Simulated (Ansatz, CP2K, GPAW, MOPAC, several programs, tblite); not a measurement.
## AgCl (Fm-3m) from semi-empirical methods to plane-wave DFT

AgCl (Fm-3m) from a database structure, relaxed with r2SCAN in Ansatz, was computed with several methods. It is cubic, Fm-3m (No. 225); conventional cell a = 5.545 Å, 21.31 Å³ an atom. Around Ag lie 6 Cl at 2.77 Å; around Cl lie 6 Ag at 2.77 Å. The values are computed, spin-unpolarised, and not measurements.

```cif
data_structure
_symmetry_space_group_name_H-M 'Fm-3m'
_symmetry_Int_Tables_number 225
_cell_length_a 5.5452
_cell_length_b 5.5452
_cell_length_c 5.5452
_cell_angle_alpha 90.000
_cell_angle_beta 90.000
_cell_angle_gamma 90.000
_cell_volume 170.51
loop_
_atom_site_label
_atom_site_type_symbol
_atom_site_symmetry_multiplicity
_atom_site_Wyckoff_symbol
_atom_site_fract_x
_atom_site_fract_y
_atom_site_fract_z
_atom_site_occupancy
Ag1 Ag 4 b 0.00000 0.50000 0.00000 1
Cl1 Cl 4 a 0.00000 0.50000 0.50000 1
```

Gaps and times are for a single point on this cell; volume and bulk modulus come from each method's own relaxation or energy curve at fixed shape. Times are rough, from shared hosts (Arm Neoverse V2), and each method has its own mesh and cell size. PM6 (MOPAC): levels, charges or heat of formation failed a check of plausibility, so no values are given. PM6 (MOPAC), PM7 (MOPAC), GFN1-xTB (tblite), GFN2-xTB (tblite) treat a cluster of cells at its zone centre, which samples few k points: where these miss a band edge, the gap comes out too large for that reason alone. Gaps from k meshes are read at a limited set of points (mesh, symmetry points, PBE's band edges), so each method's own least gap may be somewhat smaller. xTB and the PM methods were fitted mostly to molecules, and can miss a solid's gap by electronvolts. Minimal bases can be far off for gaps. GLLB-SC's gap includes the derivative discontinuity. d marks a direct gap, i an indirect one (no mark: not told apart), a dash a value that wasn't computed or didn't pass its checks.

| method | kind | gap (eV) | own volume (Å³/atom) | bulk modulus (GPa) | atoms computed | processor time |
| --- | --- | --- | --- | --- | --- | --- |
| light PBE (260 eV and a coarse mesh) | light plane-wave | 0.93 i | – | – | 4 | 1.1 s |
| GFN1-xTB (tblite) | tight binding | 1.88 | 21.67 | 64 | 64 | 2.5 s |
| GFN2-xTB (tblite) | tight binding | 2.19 | 20.40 | 63 | 64 | 4.7 s |
| PBE/SZV (CP2K) | small basis | 0.76 i | – | – | 4 | 6 s |
| PBE | semilocal | 0.91 i | 22.10 | 42 | 4 | 9.9 s |
| PBE/DZVP (CP2K) | small basis | 0.88 i | 22.40 | 41 | 4 | 22 s |
| r2SCAN | semilocal | 1.47 i | 21.31 | 50 | 4 | 25 s |
| PM7 (MOPAC) | semi-empirical | 2.46 | – | – | 64 | 31 s |
| GLLB-SC (GPAW) | model potential | 2.40 | – | – | 4 | 42 s |
| PBE/single zeta (GPAW) | small basis | 0.60 i | – | – | 4 | 42 s |
| PM6 (MOPAC) | semi-empirical | – | – | – | 64 | 3.3 min |

Against r2SCAN (1.47 eV) and with closed or daggered gaps left aside, the nearest gap at the points sampled is that of GFN1-xTB (tblite) (+0.41 eV) and the farthest that of PM7 (MOPAC) (+0.99 eV). r2SCAN is only a yardstick of convenience: semilocal gaps usually lie below measured ones, which GLLB-SC and hybrids aim to mend.

Volumes against r2SCAN's: GFN1-xTB (tblite) +1.7 %, GFN2-xTB (tblite) -4.3 %, PBE +3.7 %, PBE/DZVP (CP2K) +5.1 %.

Spin-orbit coupling is left out.
